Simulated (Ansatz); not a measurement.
I need a rigid torsion scan of CH₇BP₂, SMILES CB(P)P. Use Ansatz 0.2.0, Python API. Level of theory (for the species named): Hartree-Fock, cc-pVDZ basis, multiplicity 1.

```json
{"atom": "C", "x (Å)": "-0.8753", "y (Å)": "-1.4246", "z (Å)": "0.2320"}
{"atom": "B", "x (Å)": "0.0267", "y (Å)": "-0.1598", "z (Å)": "-0.0940"}
{"atom": "P", "x (Å)": "1.8630", "y (Å)": "-0.1199", "z (Å)": "0.5041"}
{"atom": "P", "x (Å)": "-0.7062", "y (Å)": "1.3169", "z (Å)": "-1.1045"}
{"atom": "H", "x (Å)": "-0.9475", "y (Å)": "-1.5524", "z (Å)": "1.3317"}
{"atom": "H", "x (Å)": "-0.4161", "y (Å)": "-2.3304", "z (Å)": "-0.2146"}
{"atom": "H", "x (Å)": "-1.8932", "y (Å)": "-1.2863", "z (Å)": "-0.1872"}
{"atom": "H", "x (Å)": "2.3720", "y (Å)": "0.3657", "z (Å)": "-0.7669"}
{"atom": "H", "x (Å)": "1.7456", "y (Å)": "1.1958", "z (Å)": "1.1085"}
{"atom": "H", "x (Å)": "-1.5497", "y (Å)": "1.7645", "z (Å)": "-0.0100"}
{"atom": "H", "x (Å)": "0.3808", "y (Å)": "2.2305", "z (Å)": "-0.7993"}
```

Script `ch7bp2_torsion.py`:
```python
"""Energy of CH7BP2 as one group turns about a bond."""

import ansatz as az
from ase import Atoms

atoms = Atoms(["C", "B", "P", "P", "H", "H", "H", "H", "H", "H", "H"], positions=[
    (-0.8753, -1.4246, 0.232),
    (0.0267, -0.1598, -0.094),
    (1.863, -0.1199, 0.5041),
    (-0.7062, 1.3169, -1.1045),
    (-0.9475, -1.5524, 1.3317),
    (-0.4161, -2.3304, -0.2146),
    (-1.8932, -1.2863, -0.1872),
    (2.372, 0.3657, -0.7669),
    (1.7456, 1.1958, 1.1085),
    (-1.5497, 1.7645, -0.01),
    (0.3808, 2.2305, -0.7993),
])

# relax first, so that the scan starts from a minimum
first = (
    az.Crystal.molecule_from_ase(atoms).calculation()
    .basis(gaussian="cc-pVDZ")
    .functional("hf")
    .relax(force_tolerance=0.02, max_steps=80)
)
atoms.positions = first.run().report["positions_ang"]

start = atoms.get_dihedral(0, 1, 3, 9)
energies = {}
for turn in range(0, 360, 40):
    turned = atoms.copy()
    turned.set_dihedral(0, 1, 3, 9, start + turn, indices=[3, 9, 10])
    job = (
        az.Crystal.molecule_from_ase(turned).calculation()
        .basis(gaussian="cc-pVDZ")
        .functional("hf")
    )
    energies[round((start + turn) % 360)] = job.run().report["free_energy_ev"]
floor = min(energies.values())
print("dihedral C0-B1-P3-H9 (deg)   E - E(min) (kJ/mol)")
for angle, e in sorted(energies.items()):
    print(f"{angle:8d} {96.485332 * (e - floor):14.3f}  " + "#" * int(30 * (e - floor) / max(max(energies.values()) - floor, 1e-9)))
```

```console
$ python ch7bp2_torsion.py
dihedral C0-B1-P3-H9 (deg)   E - E(min) (kJ/mol)
       8         11.938  ###########
      48          0.000
      88         12.039  ###########
     128         30.767  #############################
     168         22.769  #####################
     208          3.204  ###
     248          7.438  #######
     288         28.403  ###########################
     328         31.225  ##############################
```

The scan is rigid and the energies are electronic, in a modest basis. With rigid groups the curve can differ much from the relaxed path, the start wasn't checked as a minimum of this torsion, and equivalent turns needn't return to the same energy. It ran for 46 s on 1 thread of Intel(R) Xeon(R) Processor @ 2.30GHz, on a shared host, peak memory 0.31 GiB.
